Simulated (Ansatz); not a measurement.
# Nb16B: the cost of one run

All numbers below are computed with Ansatz 0.2.0 (DFT PBE, plane waves, PAW, scalar-relativistic, no spin polarisation).

**1. The structure to begin with**

The cell holds 17 atoms (BNb16): a = 6.600 Å, b = 6.600 Å, c = 6.600 Å, α = 90.00°, β = 90.00°, γ = 90.00°.

Its coordinates follow in the input file.

**2. Relaxing end A**

input.yaml

```yaml
crystal:
  lattice:
    - [6.6, 0.0, 0.0]
    - [0.0, 6.6, 0.0]
    - [0.0, 0.0, 6.6]
  atoms:
    - { symbol: Nb, position: [0.0, 0.0, 0.0] }
    - { symbol: Nb, position: [0.5, 0.0, 0.0] }
    - { symbol: Nb, position: [0.0, 0.5, 0.0] }
    - { symbol: Nb, position: [0.0, 0.0, 0.5] }
    - { symbol: Nb, position: [0.25, 0.25, 0.25] }
    - { symbol: Nb, position: [0.5, 0.5, 0.0] }
    - { symbol: Nb, position: [0.5, 0.0, 0.5] }
    - { symbol: Nb, position: [0.75, 0.25, 0.25] }
    - { symbol: Nb, position: [0.0, 0.5, 0.5] }
    - { symbol: Nb, position: [0.25, 0.75, 0.25] }
    - { symbol: Nb, position: [0.25, 0.25, 0.75] }
    - { symbol: Nb, position: [0.5, 0.5, 0.5] }
    - { symbol: Nb, position: [0.75, 0.75, 0.25] }
    - { symbol: Nb, position: [0.75, 0.25, 0.75] }
    - { symbol: Nb, position: [0.25, 0.75, 0.75] }
    - { symbol: Nb, position: [0.75, 0.75, 0.75] }
    - { symbol: B, position: [0.6161258, 0.4947432, 0.7475068] }
basis:
  ecutwfc: 420.0
kpoints:
  mp_grid: { grid: [3, 3, 3] }
hamiltonian:
  xc: pbe
scf:
  occupations: { method: gaussian, width: 0.1 }
  lower_state_search: "off"
relax:
  f_tol: 0.03
  max_steps: 60
  adjacent_minimum: "off"
output:
  write_density: true
  write_potential: true
  elf: true
  volumetric_format: npy
```

Started as:

```console
$ ansatz run input.yaml --threads 4 --pin off --max-ram 10240MiB --backend cpu --events-out ev --progress --plain --runs-dir out
```

**Question.** How long does this run take on 4 threads of Arm Neoverse V1, shared host, and how much memory does it need?

About 2 min, with a peak of 1.3 GiB.
